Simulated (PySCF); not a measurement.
The system is SiGeH6, in a box.

```xyz
8
Lattice="13.0000 0.0000 0.0000 0.0000 13.0000 0.0000 0.0000 0.0000 14.0000" Properties=species:S:1:pos:R:3 pbc="T T T"
Si    5.9666    6.9284    6.0207
Ge    7.0130    6.1480    8.0084
H     4.5884    7.3990    6.3200
H     5.8925    5.8334    5.0176
H     6.7441    8.0563    5.4436
H     7.1024    7.2754    9.0503
H     8.4376    5.6513    7.7101
H     6.2140    4.9857    8.6211
```

Base run:

```yaml
Program: PySCF 2.14.0
Functional: BLYP
Dispersion: D3(BJ)
Potentials_or_basis: 6-31g* (all-electron)
k_mesh: 1 × 1 × 1
Occupations: fixed
Spin: no spin polarisation
```

Its results: gap between the frontier levels 6.87 eV.

Question: The run is repeated on the same cell with these changes: functional from BLYP to CAM-B3LYP. What comes out?

Answer: Gap between the frontier levels 11.11 eV.

CAM-B3LYP gives the wider gap, since exact exchange removes part of the self-interaction.

Caveats: this is a molecule in a periodic box at the Γ point, so its band gap is the HOMO-LUMO gap; relativity is left out, which matters for the heavier elements; the basis of atomic orbitals isn't converged, which shifts pressures, moduli and gaps.

